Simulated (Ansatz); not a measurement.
**PbF2 (Fm-3m): check of PAW against all-electron LAPW in Python**

How well does PAW follow the all-electron answer for PbF2 (Fm-3m)? Aim: a check of PAW against all-electron LAPW, for PbF2 (Fm-3m), run from a script.

The COD entry's cell or inner coordinates are ideal or old and differ from later refinements, so a difference from it is no clean test against experiment.

Computed with Ansatz 0.2.0 through its Python package. The levels of theory stand in the script.

## Step 1: The structure

Symmetry: Fm-3m, No. 225, cubic system. The conventional cell has a = 5.927 Å, b = 5.927 Å, c = 5.927 Å, α = 90.00°, β = 90.00°, γ = 90.00°. Pb (site symmetry m-3m) has 8 F at 2.57 Å in its first shell of neighbours. F (site symmetry -43m) has 4 Pb at 2.57 Å in its first shell of neighbours.

No structure file is read: the coordinates are typed or built in the script.

## Step 2: The code

The input, paw_lapw_pbf2.py:

```python
# -*- coding: utf-8 -*-
"""PAW against all-electron LAPW for PbF2."""

import ansatz
from ase import Atoms
import numpy as np
from tabulate import tabulate


def count_gap(report):
    # lowest empty less highest filled band, counting bands; zero where they overlap
    return max(report.get("gap_by_band_count_ev") or 0.0, 0.0)


def main():
    atoms = Atoms(
        ["Pb", "F", "F"],
        scaled_positions=[
            (0.0, 0.0, 0.0),
            (0.25, 0.25, 0.25),
            (0.75, 0.75, 0.75),
        ],
        cell=[
            (0.0, 2.96366, 2.96366),
            (2.96366, 0.0, 2.96366),
            (2.96366, 2.96366, 0.0),
        ],
        pbc=True,
    )
    xtal = ansatz.Crystal.from_ase(atoms)

    base = (
        xtal.calculation()
        .functional("lda")
        .kpoints(6, 6, 6)
        .occupations("fixed")
        .stress()
        .forces()
        .band_table()
    )
    variants = {
        "PAW": base.pseudopotentials("paw"),
        "LAPW": base.pseudopotentials("all_electron", lapw=True),
    }
    # totals differ by the cores that each treatment holds, so compare what does not depend on them
    rows = []
    for label, variant in variants.items():
        r = variant.run(threads=1).report
        levels = np.array(r["eigenvalues_ev"][0]) - r["fermi_energy_ev"]
        print(label, "levels at the first k-point near E_F:", np.round(levels[np.abs(levels) < 5], 3))
        rows.append((label, r["n_electrons"], np.trace(r["stress_gpa"]) / 3, count_gap(r)))
    print(tabulate(rows, headers=["treatment", "electrons in bands", "P GPa", "gap by band count eV"], floatfmt=".4f", tablefmt="github"))


if __name__ == "__main__":
    main()
```

## Step 3: The input behind the calls

The engine receives this input (first run):

```yaml
crystal:
  lattice:
    - [0.0, 2.96366, 2.96366]
    - [2.96366, 0.0, 2.96366]
    - [2.96366, 2.96366, 0.0]
  atoms:
    - { symbol: Pb, position: [0.0, 0.0, 0.0] }
    - { symbol: F, position: [0.25, 0.25, 0.25] }
    - { symbol: F, position: [0.7499999999999999, 0.7499999999999999, 0.7499999999999999] }
kpoints:
  mp_grid:
    grid: [6, 6, 6]
hamiltonian:
  xc: lda
  pseudopotentials:
    kind: paw
scf:
  occupations:
    method: fixed
output:
  forces: true
  stress: true
  eigenvalues: true
```

## Step 4: Running it

Launch:

```
python paw_lapw_pbf2.py
```

**Question.** How well do the two treatments of the cores agree on the pressure?

As calculated:

| quantity | value |
| --- | --- |
| runs compared | 2 |
| difference in pressure | 0.03 GPa |
| difference in gap | 0.012 eV |

In words: PAW gives -4.528 GPa and LAPW -4.495 GPa, 0.033 GPa apart. They took 0.9 and 9.8 s of processor time. What to keep in mind:
- Spin-orbit coupling, left out here, can change this gap by several tenths of an eV, and inverted bands can meet off the mesh.
- The Fermi level of a run with fixed occupations marks the highest occupied state on its mesh, not mid-gap.
- Of the deposited cell: the entry's cell lengths or inner coordinates differ somewhat from later room-temperature determinations.
- Gaps and levels are Kohn-Sham values on a finite set of k-points, without spin-orbit coupling.
- Pressure is positive in compression; the treatments may keep other shells as core, so totals and counts of electrons can differ.
